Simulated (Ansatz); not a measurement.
# Si2BN: the cost of one run

Computed with Ansatz 0.2.0 (DFT PBE, scalar-relativistic, plane waves, PAW, unless a step's input says otherwise).

1 further run of the same task is left out (set aside as unsound or not needed). Runs told in other sessions of the task aren't counted.

## 1. Starting point

It takes space group I4/mmm (No. 139, tetragonal). Conventional cell: a = 3.961 Å, b = 3.961 Å, c = 4.922 Å, α = 90.00°, β = 90.00°, γ = 90.00°. Si (site symmetry -4m2) is surrounded by 4 B at 2.33 Å and 4 N at 2.33 Å and 2 Si at 2.46 Å. B (site symmetry 4/mmm) has 8 Si at 2.33 Å and 2 N at 2.46 Å in its first shell of neighbours. Around N (site symmetry 4/mmm) lie 8 Si at 2.33 Å and 2 B at 2.46 Å.

Structure file:

```
CELL_PARAMETERS angstrom
-1.98049 1.98049 2.46089
1.98049 -1.98049 2.46089
1.98049 1.98049 -2.46089
ATOMIC_POSITIONS crystal
Si 0.75000 0.25000 0.50000
Si 0.25000 0.75000 0.50000
B 0.50000 0.50000 0.00000
N 0.00000 0.00000 0.00000
```

It is the end of an earlier relaxation with the same method, from a generated guess; it is a trial structure. At a tolerance of 0.05 Å it has space group I4/mmm (No. 139); it has 9.65 Å³/atom, an uncorrected energy of +1.29 eV/atom over the elements.

## 2. Static run: bands, density of states and charges

Input file input.yaml:

```yaml
crystal:
  lattice:
    - [-1.9804946825, 1.9804946825, 2.4608896096]
    - [1.9804946825, -1.9804946825, 2.4608896096]
    - [1.9804946825, 1.9804946825, -2.4608896096]
  atoms:
    - { symbol: Si, position: [0.75, 0.25, 0.5] }
    - { symbol: Si, position: [0.25, 0.75, 0.5] }
    - { symbol: B, position: [0.5, 0.5, 0.0] }
    - { symbol: "N", position: [0.0, 0.0, 0.0] }
basis:
  ecutwfc: 420
kpoints:
  mp_grid: { grid: [16, 16, 16] }
  band_path:
    path:
      - [[0.0, 0.0, 0.0], [0.0, 0.0, 0.5], [0.25, 0.25, 0.25], [0.0, 0.5, 0.0], [0.0, 0.0, 0.0], [0.5, 0.5, -0.5], [0.41192097, 0.58807903, -0.41192097]]
      - [[-0.41192097, 0.41192097, 0.41192097], [0.0, 0.0, 0.0]]
      - [[0.0, 0.0, 0.5], [-0.32384195, 0.32384195, 0.5]]
      - [[0.5, 0.5, -0.32384195], [0.5, 0.5, -0.5]]
    npoints: 14
hamiltonian:
  xc: pbe
scf:
  occupations: { method: gaussian, width: 0.1 }
  n_extra_bands: 10
output:
  forces: true
  stress: true
  eigenvalues: true
  populations: true
  dos: { projected: true, de: 0.02, nscf_kmesh: { grid: [20, 20, 20] } }
  bader: true
```

Started as:

```sh
> ansatz run input.yaml --threads 1 --pin off --max-ram 2560MiB --backend cpu --events-out ev --progress --plain --runs-dir out
```

What time and memory should one allow on 1 thread of Intel Xeon at 2.50GHz (Skylake/Cascade Lake), shared host?

About 2.2 min, with a peak of 0.56 GiB.
